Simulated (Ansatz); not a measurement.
# GdIrAs (I4_1md): the equilibrium volume

Aim: the volume at which the pressure of GdIrAs (I4_1md) vanishes.

Program: Ansatz 0.2.0. Level of theory: DFT PBEsol, scalar-relativistic, plane waves, PAW. These are calculated values, not measurements.

## 1. Starting point

The structure is tetragonal, space group I4_1md (No. 109). The conventional cell has a = 4.104 Å, b = 4.104 Å, c = 14.620 Å, α = 90.00°, β = 90.00°, γ = 90.00°. Around As (site symmetry 2mm) lie 3 Ir at 2.40 to 2.41 Å and 6 Gd at 3.13 to 3.23 Å. Around Ir (site symmetry 2mm) lie 3 As at 2.40 to 2.41 Å. Gd (site symmetry 2mm) is surrounded by 6 As at 3.13 to 3.23 Å and 6 Ir at 3.16 Å.

As a file:

```
As Ir Gd
1.0
    -2.05183    2.05183    7.31014
     2.05183   -2.05183    7.31014
     2.05183    2.05183   -7.31014
As Ir Gd
2 2 2
Direct
  0.82739 0.32739 0.50000
  0.07739 0.07739 0.00000
  0.66259 0.16259 0.50000
  0.91259 0.91259 0.00000
  0.24802 0.74802 0.50000
  0.49802 0.49802 0.00000
```

The moments start at Gd 7.00 μB.

## 2. At the starting volume (PBEsol, 6×6×6 mesh)

input.yaml

```yaml
crystal:
  lattice:
    - [-2.0518315782, 2.0518315782, 7.3101383654]
    - [2.0518315782, -2.0518315782, 7.3101383654]
    - [2.0518315782, 2.0518315782, -7.3101383654]
  atoms:
    - { symbol: As, position: [0.8273896324, 0.3273896324, 0.5] }
    - { symbol: As, position: [0.0773896324, 0.0773896324, 0.0] }
    - { symbol: Ir, position: [0.6625893253, 0.1625893253, 0.5] }
    - { symbol: Ir, position: [0.9125893253, 0.9125893253, 0.0] }
    - { symbol: Gd, position: [0.2480210423, 0.7480210423, 0.5], spin: 7.0 }
    - { symbol: Gd, position: [0.4980210423, 0.4980210423, 0.0], spin: 7.0 }
basis:
  ecutwfc: 420
kpoints:
  mp_grid: { grid: [6, 6, 6] }
hamiltonian:
  xc: pbesol
scf:
  occupations: { method: gaussian, width: 0.1 }
  lower_state_search: "off"
output:
  forces: true
  stress: true
  eigenvalues: true
  populations: true
  hubbard: { sites: [{ species: Gd, l: f }] }
magnetization:
  spin_polarized: true
```

Run with:

```
$ ansatz run input.yaml --threads 8 --pin off --max-ram 14336MiB --backend cpu --events-out ev --progress --plain --runs-dir out
```

The program printed:

```text
Warning: RAYON_NUM_THREADS=8 ignored (pool sized by the plan → 8); use --threads N
basis.fft_grid_basis auto: the FFT boxes are laid along the combinations [[1, 0, 1], [0, 1, 1], [0, 0, 1]] of the cell's own vectors, 4.104, 4.104 and 7.865 Å long. The dense box has 30×30×54 points. Along the cell's own vectors, as sized, it would have 54×54×54, 3.24 times as many. Of the 8 symmetry operations that the crystal satisfies within crystal.symmetry.tolerance (time reversal apart; of a slab, those that keep its plane) the dense box along the cell's own vectors carries 8, and the one as laid loses 6 of those. basis.fft_grid_basis: typed keeps the cell's own vectors: state it where this run's energies or levels are differenced outside the engine with another run's, or held beside a run that keeps those vectors.
Gd: projections on atomic orbitals take those of the free atom [Kr 4d10] 4f7 5s2 5p6 5d1 6s2, of charge +0.00 (hamiltonian.pseudopotentials.projection_atoms); the dataset's partial waves leave at most 2.5e-4 of an orbital's norm unspanned inside its sphere
Engine: ansatz 0.2.0, aarch64-unknown-linux-gnu
Pseudopotentials: kind: paw
Pseudopotential: As, paw, valence charge 15, recommended cutoff 420 eV (normal), As.paw.azcp
Pseudopotential: Ir, paw, valence charge 17, recommended cutoff 420 eV (normal), Ir.paw.azcp
Pseudopotential: Gd, paw, valence charge 18, recommended cutoff 420 eV (normal), Gd.paw.azcp
Functional definition: PBEsol
  exchange = pbesol_x
  correlation = pbesol_c
Crystal: 6 atoms, lattice volume = 123.103 Å³
Basis set: ecut = 420 eV, 2405 PW (Γ), FFT grids on a1+a3, a2+a3, a3, exchange–correlation on 60×60×108 points (8 copies of the dense FFT grid, shifted against one another)
Bands: 69, of which v1, the nominal top of the filled ones, is band 50 counted from 1 (49 counted from 0)
Symmetry: 8 space group operations
Space group: I41md (ITA 109), of the structure as read, at distance tolerance 5.0e-5 Å
Magnetic group: BNS 109.239 (UNI 899), of the structure as read, at distance tolerance 5.0e-5 Å
k-points: 30 of 216 (time reversal used)
Non-local potential: As, projectors of the file, l = 0: 2, l = 1: 2, l = 2: 3, l = 3: 1
Non-local potential: Ir, projectors of the file, l = 0: 3, l = 1: 2, l = 2: 2, l = 3: 1
Non-local potential: Gd, projectors of the file, l = 0: 3, l = 1: 2, l = 2: 2, l = 3: 3
PAW form: soft (Blöchl's): semilocal exchange-correlation on the pseudo side does not see the compensation charge
PAW frozen core: As, regenerated for the run's functional, and the local potential with it (the file was generated under x = pbe(κ = 0.804, μ = 0.2195149727645171), c = pbe(β = 0.06672455060314922))
PAW frozen core: Ir, regenerated for the run's functional, and the local potential with it (the file was generated under x = pbe(κ = 0.804, μ = 0.2195149727645171), c = pbe(β = 0.06672455060314922))
PAW frozen core: Gd, regenerated for the run's functional, and the local potential with it (the file was generated under x = pbe(κ = 0.804, μ = 0.2195149727645171), c = pbe(β = 0.06672455060314922))
PAW one-centre angular grid: As, 590 points (default); XC on 64 Gauss nodes
PAW one-centre angular grid: Ir, 590 points (default); XC on 64 Gauss nodes
PAW one-centre angular grid: Gd, 590 points (default); XC on 64 Gauss nodes
Initial density: superposition of atomic densities (chi_scale 0.1, normalization cell, long waves kept (reshape's long-wave potential 0.00 eV rms))
Starting moments: Σ|m| = 14 μB on 2 of 6 sites
Initial wavefunctions: pseudopotential atomic-orbital guess
Functional: x = pbesol(κ = 0.804, μ = 0.12345679012345678), c = pbesol(β = 0.046)
SCF iter   1: F=—  HF=-51681.495873 eV  |F-HF|=—  |Δ(HF+E_count)|=         —  Δρ=1.79e-1 (↑1.79e-1 ↓1.20e-1)  dr2=1.80e1  dr2_m=2.36e1  M=12.857 μB ∫|m|=12.942 μB  β_m=0.79  ethr=3.10e-3  ⟨swp⟩=5.8  Hψ=13325  notcnv=0  defer=17
Mixer restart at iter 1: flushing history
preconditioner: auto → Kerker (q_TF=auto, 2.635 Å⁻¹)  [metal: Δε(μ)=0.007 eV  Ē_g=9.501 eV  σ=0.100 eV  W_gap=0.04  n_scr=34 (ndim 8)  ℏωp=25.9 eV  f_vac=0.000  D(μ)=23.58/eV (n_scr^D=416)]
spin=Collinear: Kerker preconditioning applied to the charge; magnetization (m = ρ↑ − ρ↓) channel mixes plain (no charge-response kernel on spin).
SCF iter   2: F=—  HF=-51681.494558 eV  |F-HF|=—  |Δ(HF+E_count)|=   1.31e-3  Δρ=1.26e-1 (↑6.77e-2 ↓1.26e-1)  dr2=4.29e0  dr2_m=1.03e1  M=14.176 μB ∫|m|=14.473 μB  β_m=0.46  ethr=3.10e-3  ⟨swp⟩=3.6  Hψ=8643  notcnv=0  defer=369
Mixer restart at iter 2: flushing history
SCF iter   3: F=—  HF=-51679.726176 eV  |F-HF|=—  |Δ(HF+E_count)|=    1.77e0  Δρ=7.60e-2 (↑3.83e-2 ↓7.60e-2)  dr2=2.16e0  dr2_m=3.47e0  M=14.122 μB ∫|m|=14.381 μB  β_m=0.97  ethr=3.10e-3  ⟨swp⟩=2.6  Hψ=6230  notcnv=0  defer=355
Mixer restart at iter 3: flushing history
SCF iter   4: F=—  HF=-51679.902211 eV  |F-HF|=—  |Δ(HF+E_count)|=   1.76e-1  Δρ=1.19e-2 (↑1.10e-2 ↓1.19e-2)  dr2=6.54e-1  dr2_m=5.21e-3  M=13.924 μB ∫|m|=14.030 μB  β_m=0.30  ethr=2.16e-3  ⟨swp⟩=2.5  Hψ=6462  notcnv=0  defer=355
SCF iter   5: F=—  HF=-51683.022678 eV  |F-HF|=—  |Δ(HF+E_count)|=    3.12e0  Δρ=1.42e-2 (↑8.28e-3 ↓1.42e-2)  dr2=5.65e-1  dr2_m=2.06e-2  M=14.044 μB ∫|m|=14.226 μB  β_m=1.00  ethr=6.54e-4  ⟨swp⟩=2.5  Hψ=8140  notcnv=0  defer=395
SCF iter   6: F=—  HF=-51684.316241 eV  |F-HF|=—  |Δ(HF+E_count)|=    1.29e0  Δρ=3.27e-3 (↑3.27e-3 ↓3.25e-3)  dr2=8.87e-2  dr2_m=1.21e-4  M=14.031 μB ∫|m|=14.181 μB  β_m=0.30  ethr=5.65e-4  ⟨swp⟩=2.0  Hψ=6791  notcnv=0  defer=395
SCF iter   7: F=—  HF=-51685.111551 eV  |F-HF|=—  |Δ(HF+E_count)|=   7.95e-1  Δρ=2.28e-3 (↑1.79e-3 ↓2.28e-3)  dr2=3.32e-2  dr2_m=7.51e-4  M=14.038 μB ∫|m|=14.192 μB  β_m=1.00  ethr=8.87e-5  ⟨swp⟩=2.0  Hψ=6484  notcnv=0  defer=398
SCF iter   8: F=—  HF=-51685.492459 eV  |F-HF|=—  |Δ(HF+E_count)|=   3.81e-1  Δρ=1.18e-3 (↑1.18e-3 ↓8.81e-4)  dr2=7.60e-3  dr2_m=2.62e-4  M=14.035 μB ∫|m|=14.175 μB  β_m=0.30  ethr=3.32e-5  ⟨swp⟩=2.2  Hψ=6607  notcnv=0  defer=398
SCF iter   9: F=—  HF=-51685.691822 eV  |F-HF|=—  |Δ(HF+E_count)|=   1.99e-1  Δρ=2.41e-3 (↑4.58e-4 ↓2.41e-3)  dr2=8.05e-3  dr2_m=1.72e-3  M=14.021 μB ∫|m|=14.140 μB  β_m=0.30  ethr=7.60e-6  ⟨swp⟩=2.0  Hψ=6394  notcnv=0  defer=398
SCF iter  10: F=—  HF=-51685.793128 eV  |F-HF|=—  |Δ(HF+E_count)|=   1.01e-1  Δρ=8.44e-4 (↑7.03e-4 ↓8.44e-4)  dr2=5.46e-4  dr2_m=5.02e-4  M=14.031 μB ∫|m|=14.159 μB  β_m=1.00  ethr=7.60e-6  ⟨swp⟩=2.0  Hψ=6289  notcnv=0  defer=401
SCF iter  11: F=—  HF=-51685.843333 eV  |F-HF|=—  |Δ(HF+E_count)|=   5.02e-2  Δρ=4.60e-4 (↑2.24e-4 ↓4.60e-4)  dr2=1.42e-4  dr2_m=9.77e-5  M=14.037 μB ∫|m|=14.169 μB  β_m=1.00  ethr=5.46e-7  ⟨swp⟩=2.0  Hψ=6740  notcnv=0  defer=401
SCF iter  12: F=—  HF=-51685.866095 eV  |F-HF|=—  |Δ(HF+E_count)|=   2.28e-2  Δρ=3.92e-4 (↑1.84e-4 ↓3.92e-4)  dr2=5.12e-4  dr2_m=1.47e-5  M=14.039 μB ∫|m|=14.174 μB  β_m=1.00  ethr=1.42e-7  ⟨swp⟩=2.5  Hψ=6484  notcnv=0  defer=401
SCF iter  13: F=—  HF=-51685.878271 eV  |F-HF|=—  |Δ(HF+E_count)|=   1.22e-2  Δρ=2.19e-4 (↑2.14e-4 ↓2.19e-4)  dr2=2.20e-4  dr2_m=1.25e-6  M=14.039 μB ∫|m|=14.175 μB  β_m=0.30  ethr=1.42e-7  ⟨swp⟩=2.0  Hψ=6253  notcnv=0  defer=401
Mixer restart at iter 13: flushing history
spin-set hold released at iteration 13 (site moments contracting): the magnetisation degrees of freedom join the quasi-Newton model from the next iteration; the mixer history was flushed
SCF iter  14: F=—  HF=-51685.884675 eV  |F-HF|=—  |Δ(HF+E_count)|=   6.40e-3  Δρ=1.94e-4 (↑1.71e-4 ↓1.94e-4)  dr2=1.57e-4  dr2_m=2.37e-6  M=14.040 μB ∫|m|=14.176 μB  β_m=0.65  ethr=1.42e-7  ⟨swp⟩=2.0  Hψ=5963  notcnv=0  defer=401
SCF iter  15: F=—  HF=-51685.891139 eV  |F-HF|=—  |Δ(HF+E_count)|=   6.46e-3  Δρ=1.93e-4 (↑1.19e-4 ↓1.93e-4)  dr2=1.45e-4  dr2_m=2.94e-6  M=14.041 μB ∫|m|=14.181 μB  β_m=0.69  ethr=1.42e-7  ⟨swp⟩=2.0  Hψ=6706  notcnv=0  defer=401
SCF iter  16: F=—  HF=-51685.891131 eV  |F-HF|=—  |Δ(HF+E_count)|=   7.94e-6  Δρ=1.65e-4 (↑4.88e-5 ↓1.65e-4)  dr2=5.16e-5  dr2_m=5.15e-6  M=14.040 μB ∫|m|=14.176 μB  β_m=0.55  ethr=1.42e-7  ⟨swp⟩=2.0  Hψ=6251  notcnv=0  defer=401
SCF iter  17: F=—  HF=-51685.891111 eV  |F-HF|=—  |Δ(HF+E_count)|=   1.97e-5  Δρ=3.53e-5 (↑3.53e-5 ↓2.41e-5)  dr2=5.81e-6  dr2_m=2.73e-7  M=14.040 μB ∫|m|=14.178 μB  β_m=0.63  ethr=5.16e-8  ⟨swp⟩=2.0  Hψ=5707  notcnv=0  defer=401
SCF iter  18: F=—  HF=-51685.891111 eV  |F-HF|=—  |Δ(HF+E_count)|=   3.75e-7  Δρ=2.53e-5 (↑9.86e-6 ↓2.53e-5)  dr2=5.58e-7  dr2_m=2.43e-7  M=14.040 μB ∫|m|=14.178 μB  β_m=0.81  ethr=5.81e-9  ⟨swp⟩=2.0  Hψ=6134  notcnv=0  defer=401
SCF iter  19: F=—  HF=-51685.891111 eV  |F-HF|=—  |Δ(HF+E_count)|=   5.22e-7  Δρ=7.88e-6 (↑4.67e-6 ↓7.88e-6)  dr2=1.62e-7  dr2_m=7.10e-9  M=14.040 μB ∫|m|=14.178 μB  β_m=0.68  ethr=5.58e-10  ⟨swp⟩=2.0  Hψ=6261  notcnv=0  defer=401
SCF iter  20: F=-51685.891111 eV  HF=-51685.891111 eV  |F-HF|=1.29e-9  |Δ(HF+E_count)|=   7.39e-8  Δρ=1.37e-6 (↑1.33e-6 ↓1.37e-6)  dr2=1.12e-8  dr2_m=3.28e-10  M=14.040 μB ∫|m|=14.178 μB  ethr=1.00e-10  ⟨swp⟩=10.8  Hψ=18205  notcnv=0
SCF 1 converged in 20 iterations: F = -51685.891111 eV  dr2 = 1.12e-8
SCF converged after 20 iterations
Magnetization: 14.0402 μB (57.0201 up, 42.9799 down)
Absolute magnetization: 14.1776 μB (∫|ρ↑−ρ↓|, with the PAW one-centre terms)
Spin contamination: 0.0823 ħ² per cell (⟨S²⟩ above its minimum at these occupations)
Per-site moments (μB) at R_I (Å): [(-0.014437013368090126, 0.9901408868205364), (-0.014437013368089122, 0.9901408868205362), (-0.010437895217668918, 0.9901408868205362), (-0.010437895217668837, 0.9901408868205364), (6.9380158155010205, 1.2891223834182055), (6.938015815501019, 1.2891223834182053)]
Free energy (F): -51685.891111 eV
Harris-Foulkes:  -51685.891111 eV  (|F-HF|=1.29e-9)
Internal energy: -51685.880517 eV  (E = F + TS)
E sigma→0 (E₀):  -51685.885814 eV
Entropy (-TS):   -0.010594 eV (-1.766 meV/atom)
Fermi energy:    15.976733 eV
--- Per-component energies (eV) ---
  E_band       = -683.893499
  E_kinetic    = 2264.439596
  E_local      = -9898.907368  (includes V_loc(G=0)·N_el)
  E_nonlocal   = -590.378505
  E_hartree    = 4517.883981
  E_xc         = -1154.828668
  E_vxc        = -1264.498131  (∫ρ·V_xc dr)
  E_paw        = -34465.208605  (= ΣΔE_a)
  E_vpaw       = -230.320749  (= ΣTr[D̂ρ^β])
  E_aug_tail   = 0.000124  (compensation charges beyond the density's cutoff)
  E_ewald      = -12362.666840
  E_core_change = 3.785769  (= ΣΔE_core)
  E_smearing   = -0.010594  (= −TS)
  E_closure    = -0.000000  (closes the sum)
  Σ components = -51685.891111   (vs F -51685.891111, Δ=0.00e0)
--- Forces (eV/Å), atoms counted from 1 ---
  atom   1  As     0.00000000    -0.00000000    -0.07929100
  atom   2  As    -0.00000000     0.00000000    -0.07929100
  atom   3  Ir    -0.00000000     0.00000000     0.05249291
  atom   4  Ir     0.00000000     0.00000000     0.05249291
  atom   5  Gd     0.00000000    -0.00000000     0.02679254
  atom   6  Gd     0.00000000     0.00000000     0.02679254
  max |Σ_I F_I| component: 1.11e-5 eV/Å
--- Stress (GPa, compression-positive) ---
       -3.188987       0.000000       0.000000
        0.000000      -3.188987       0.000000
        0.000000       0.000000      -0.840745
  P = ⅓ Tr σ = -2.4062 GPa (-24.062 kbar)
--- Band table (eV; the first three rows and the last of 60) ---
  k-point 0 ↑: bands = ["-75.5276", "-75.5275", "-32.5631", "-32.5577", "-32.5518", "-32.5518", "-32.2358", "-32.2358", "-28.8505", "-28.8431", "-19.6842", "-19.6814", "-19.6699", "-19.6699", "-19.6695", "-19.6694", "-19.6641", "-19.6611", "-19.6611", "-19.6564", "-6.4044", "-6.2577", "-6.2577", "-6.2447", "-6.2329", "-6.2329", "3.3869", "4.5460", "9.5799", "10.5644", "11.1971", "11.1971", "11.6071", "11.6130", "11.6130", "11.6446", "11.6502", "11.6920", "11.6997", "11.6997", "11.7083", "11.7113", "11.7113", "11.7152", "11.9422", "11.9422", "12.5754", "12.7360", "13.0123", "13.0123", "13.5165", "13.6334", "14.0028", "15.2943", "15.2943", "16.1369", "16.4979", "16.4979", "16.6390", "16.9662", "18.1324", "19.1140", "19.5632", "19.5632", "19.6211", "20.0272", "20.4544", "20.6716", "20.6716"]
  k-point 1 ↑: bands = ["-75.5275", "-75.5274", "-32.5622", "-32.5577", "-32.5528", "-32.5528", "-32.2367", "-32.2364", "-28.8473", "-28.8419", "-19.6835", "-19.6810", "-19.6701", "-19.6700", "-19.6695", "-19.6694", "-19.6641", "-19.6623", "-19.6619", "-19.6570", "-6.3814", "-6.2933", "-6.2890", "-6.2750", "-6.2594", "-6.2404", "3.7270", "4.6167", "9.9091", "10.7561", "10.8430", "11.1957", "11.5731", "11.6052", "11.6562", "11.6633", "11.6776", "11.6851", "11.6922", "11.6988", "11.7038", "11.7101", "11.7135", "11.7203", "11.8261", "11.9005", "12.3126", "12.3366", "13.0640", "13.1470", "13.4394", "13.7393", "13.9810", "14.7832", "15.1992", "15.7688", "15.7752", "16.4902", "17.4583", "17.9178", "18.3586", "18.5198", "19.1194", "19.5703", "19.6720", "20.0260", "20.5276", "20.7822", "21.1479"]
  k-point 2 ↑: bands = ["-75.5275", "-75.5274", "-32.5606", "-32.5581", "-32.5545", "-32.5544", "-32.2380", "-32.2376", "-28.8420", "-28.8400", "-19.6819", "-19.6803", "-19.6703", "-19.6701", "-19.6694", "-19.6693", "-19.6655", "-19.6649", "-19.6620", "-19.6585", "-6.3594", "-6.3506", "-6.3307", "-6.3237", "-6.3035", "-6.2529", "4.2837", "4.6979", "10.0085", "10.6120", "11.1709", "11.4520", "11.5169", "11.6281", "11.6779", "11.6891", "11.6900", "11.6957", "11.6985", "11.7124", "11.7148", "11.7191", "11.7319", "11.7360", "11.7904", "11.8660", "11.8996", "12.2141", "13.1080", "13.5051", "13.7606", "13.8310", "14.0547", "14.3225", "14.4021", "15.1748", "15.6010", "15.7349", "16.8578", "17.1061", "18.8591", "19.0368", "19.2979", "19.9874", "20.1975", "20.2618", "21.2984", "21.3089", "22.0562"]
  k-point 29 ↓: bands = ["-75.5327", "-75.5327", "-32.5653", "-32.5653", "-32.5609", "-32.5609", "-32.2427", "-32.2427", "-25.8111", "-25.8111", "-19.6881", "-19.6881", "-19.6744", "-19.6744", "-19.6733", "-19.6733", "-19.6636", "-19.6636", "-19.6627", "-19.6627", "-4.1408", "-4.1408", "-4.0524", "-4.0524", "-4.0131", "-4.0131", "3.9637", "3.9637", "10.2033", "10.2033", "11.2761", "11.2761", "12.7941", "12.7941", "13.4164", "13.4164", "13.7022", "13.7022", "14.5031", "14.5031", "14.6609", "14.6609", "16.6566", "16.6566", "16.6910", "16.6910", "16.8276", "16.8276", "16.8631", "16.8631", "16.8997", "16.8997", "16.9000", "16.9000", "16.9870", "16.9870", "17.2642", "17.2642", "17.5776", "17.5776", "19.4345", "19.4345", "20.2480", "20.2480", "20.3827", "20.3827", "21.1065", "21.1065", "21.2110"]
--- Löwdin populations: 6 sites ---
  site symbol       q [e]    m [muB]
     0     As     15.2097    -0.0256
     1     As     15.2097    -0.0256
     2     Ir     16.8335    -0.0133
     3     Ir     16.8335    -0.0133
     4     Gd     17.7188     7.0529
     5     Gd     17.7188     7.0529
  spilling = 0.004758 (of n_electrons = 100.000000)
--- Occupation matrices: 2 shells (Löwdin-built; ε = 2.00e-2, provisional) ---
  Gd4 f_4F: site group C2v (mm2)
  Gd4 f_4F up     Tr n = 6.9946  λ = 0.999 0.999 0.999 0.999 0.999 1.000 1.000  [7× z3 0.14 A1(0.29)]
  Gd4 f_4F dn     Tr n = 0.1605  λ = 0.014 0.014 0.018 0.022 0.025 0.026 0.042  [7× z3 0.14 A1(0.29)]
  Gd5 f_4F: site group C2v (mm2)
  Gd5 f_4F up     Tr n = 6.9946  λ = 0.999 0.999 0.999 0.999 0.999 1.000 1.000  [7× z3 0.14 A1(0.29)]
  Gd5 f_4F dn     Tr n = 0.1605  λ = 0.014 0.014 0.018 0.022 0.025 0.026 0.042  [7× z3 0.14 A1(0.29)]
  Tr n, λ and their labels are of the run-group-symmetrised matrices; stabiliser: 8 of 16 elements of G0×{1,Θ} (closed), max defect 2.7e-15 at τ = 4.2e-3
```

Wall time 17 s (8 threads of Arm Neoverse V1, shared host); peak memory 0.91 GiB.

In short: volume 20.517 Å³/atom, pressure -2.41 GPa, no gap, moments in the atoms' spheres Gd 6.94 μB.

(Part 1 of 2 ends here.)
